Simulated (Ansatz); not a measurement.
## HPbNO4: relaxation of cell and atoms with PBE+D3(BJ)-ATM

The system is HPbNO4.

```
CELL_PARAMETERS angstrom
6.85876 0.00000 -0.01491
0.00000 4.22865 0.00000
-3.37519 0.00000 7.28194
ATOMIC_POSITIONS crystal
H 0.22549 0.75000 0.50730
H 0.77451 0.25000 0.49270
Pb 0.30229 0.25000 0.28494
Pb 0.69771 0.75000 0.71506
N 0.21484 0.75000 0.83567
N 0.78516 0.25000 0.16433
O 0.33078 0.75000 0.45338
O 0.40909 0.75000 0.86901
O 0.15508 0.75000 0.96537
O 0.07083 0.75000 0.66955
O 0.66922 0.25000 0.54661
O 0.59091 0.25000 0.13099
O 0.84492 0.25000 0.03463
O 0.92917 0.25000 0.33045
```

The cell was built by a generator and needn't be a form met in nature.

```
Program             : Ansatz 0.2.0
Task                : relaxation of cell and atoms
Functional          : PBE
Dispersion          : D3(BJ)-ATM
Potentials or basis : Ansatz PAW
Cutoff              : 420 eV (not typed: the program's choice for these potentials)
k mesh              : 3 × 5 × 3
Occupations         : fermi-dirac, width 0.05 eV
Spin                : no spin polarisation
```

* Relaxed volume: 14.71 Å³/atom
* Relaxed cell: a = 6.887 Å, b = 4.168 Å, c = 7.928 Å, α = 90.00°, β = 115.17°, γ = 90.00°
* Space group after relaxing (to 0.05 Å): P2_1/m (No. 11)
* Energy gained by relaxing: 1.2 meV/atom
* Ionic steps: 9
* Pressure after relaxing: 0.0 GPa
* Largest force after relaxing: 0.006 eV/Å
* Band gap on the k mesh: 3.08 eV, indirect (least direct gap 3.22 eV)

Forces on the atoms (eV/Å):
```
H   -0.001  0.000 -0.002
H    0.001  0.000  0.002
Pb  -0.001  0.000  0.004
Pb   0.001  0.000 -0.004
N   -0.006  0.000  0.000
N    0.006  0.000  0.000
O    0.001  0.000 -0.001
O    0.005  0.000  0.001
O    0.000  0.000 -0.002
O   -0.004  0.000  0.000
O   -0.001  0.000  0.001
O   -0.005  0.000 -0.001
O    0.000  0.000  0.002
O    0.004  0.000  0.000
```

Step by step:
| step | energy change (eV) | largest force (eV/Å) | volume (Å³) |
| --- | --- | --- | --- |
| 1 | 0.0000 | 0.1098 | 210.99 |
| 2 | -0.0249 | 0.1585 | 207.76 |
| 3 | -0.0303 | 0.1310 | 206.79 |
| 4 | -0.0320 | 0.0372 | 206.53 |
| 5 | -0.0318 | 0.0072 | 206.63 |
| 6 | -0.0164 | 0.0076 | 206.63 |
| 7 | -0.0205 | 0.0341 | 205.58 |
| 8 | -0.0193 | 0.0056 | 205.99 |
| 9 | -0.0171 | 0.0058 | 205.99 |

Final structure:
```
H Pb N O
1.0
     6.88686    0.00000    0.00087
     0.00000    4.16843    0.00000
    -3.37249    0.00000    7.17520
H Pb N O
2 2 2 8
Direct
  0.22515 0.75000 0.51180
  0.77485 0.25000 0.48820
  0.29932 0.25000 0.28107
  0.70068 0.75000 0.71893
  0.21775 0.75000 0.83760
  0.78225 0.25000 0.16240
  0.32894 0.75000 0.45605
  0.41165 0.75000 0.87393
  0.15642 0.75000 0.96812
  0.07531 0.75000 0.66901
  0.67106 0.25000 0.54395
  0.58835 0.25000 0.12607
  0.84358 0.25000 0.03188
  0.92469 0.25000 0.33099
```

Levels at points of the mesh, in eV from the valence-band top:
```csv
k point,band 40,band 41,band 42,band 43,band 44,band 45,band 46,band 47,band 48,band 49
"(0.00, 0.00, 0.00)",-1.42,-1.32,-0.41,-0.41,-0.05,3.17,3.87,4.17,4.23,5.64
```

Wall time 27 s on 8 threads of Arm Neoverse V1, on a shared host, peak memory 0.83 GiB.

Caveat: odd divisions of the mesh miss points on the zone boundary, where band edges often lie, so the gap on the mesh can be too wide; the plane-wave basis is chosen anew once the cell has moved, so the energies of steps on either side of that aren't comparable; the pressure holds a Pulay correction of +0.6 GPa for the finite cutoff; spin-orbit coupling is left out, which as a rule narrows the gap of such compounds by several tenths of an eV. A k mesh can miss the band edges.
